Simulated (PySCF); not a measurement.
# [YH2]+: other functionals and bases at one geometry

An exercise on one series of results from a longer session: the logs are not shown, and one member is left open.

Program: PySCF 2.14.0. Level of theory: several levels, as the steps say, no spin–orbit coupling. These are calculated values, not measurements.

1 further run of the same task is left out (for a known fault of the program).

### Starting geometry

3 atoms, charge 1, spin multiplicity 1.

Bond lengths: Y1–H2 1.883 Å, Y1–H3 1.883 Å. Angles: H2–Y1–H3 106.8°.

Coordinates:

```xyz
3
charge 1, multiplicity 1
Y     0.00000    0.00000   -0.18477
H     1.51169    0.00000    0.93752
H    -1.51169    0.00000    0.93752
```

Formal oxidation states: Y +3. An earlier session relaxed this geometry at PBE0, Y def2-SVP with ECP28, H def2-SVP (singlet, point group C2v).

At PBE0 on the finer grid: E = -39.172550 Eh, HOMO -12.87 eV, LUMO -7.87 eV, Mulliken charge on Y1 +1.27 e, largest force component 0.003 eV/Å. 

Levels to run: TPSS; PBE; PBE0, TZVP. Hardware: 2 threads of Intel Xeon 6975P-C (Granite Rapids), shared host.

Set-up of the first run:

Contents of run.py (the lines that set the calculation):

```python
mol = gto.M(atom='''
Y      0.00000     0.00000    -0.18477
H      1.51169     0.00000     0.93752
H     -1.51169     0.00000     0.93752''',
    basis={'Y': 'def2-SVP', 'H': 'def2-SVP'},
    ecp={'Y': 'def2-SVP'},
    charge=1, spin=0)
mf = dft.RKS(mol, xc='TPSS')
mf.grids.atom_grid = (75, 302)
mf = mf.density_fit()  # fitting sets: Y def2-universal-JKFIT, H def2-universal-JKFIT
mf.conv_tol = 1e-08; mf.max_cycle = 55
mf.kernel(dm0)  # dm0: the density of the relaxed state
```

Run with:

```console
$ OMP_NUM_THREADS=2 python run.py
```

Steps of the session up to this table: TPSS; PBE; PBE0, TZVP.

One table of the session follows, with a row left open; its other results are not shown here.

| level | HOMO (eV) | gap (eV) | charge on Y1 (e) | dipole (D) | largest force component (eV/Å) |
| --- | --- | --- | --- | --- | --- |
| PBE0 (relaxed here) | -12.87 | 5.00 | 1.27 | 4.41 | 0.00 |
| TPSS | -11.85 | 3.26 | 1.30 | 4.35 | 0.09 |
| PBE | -11.71 | 2.88 | 1.20 | 4.01 | 0.18 |
| PBE0, TZVP | ? | ? | ? | ? | ? |

Estimate the missing values for PBE0, TZVP.

**Answer.** HOMO (eV): -12.89; gap (eV): 5.03; charge on Y1 (e): 1.13; dipole (D): 4.46; largest force component (eV/Å): 0.01. In the column «HOMO (eV)» it is the lowest.

The dipole of a charged species depends on the origin, so these sizes hold for this origin alone.

In one basis the HOMO–LUMO gap runs from 2.88 eV (PBE) to 5.00 eV (PBE0). The largest leftover force, 0.18 eV/Å with PBE, stands at a geometry relaxed at another level. Total energies of different levels can't be compared.
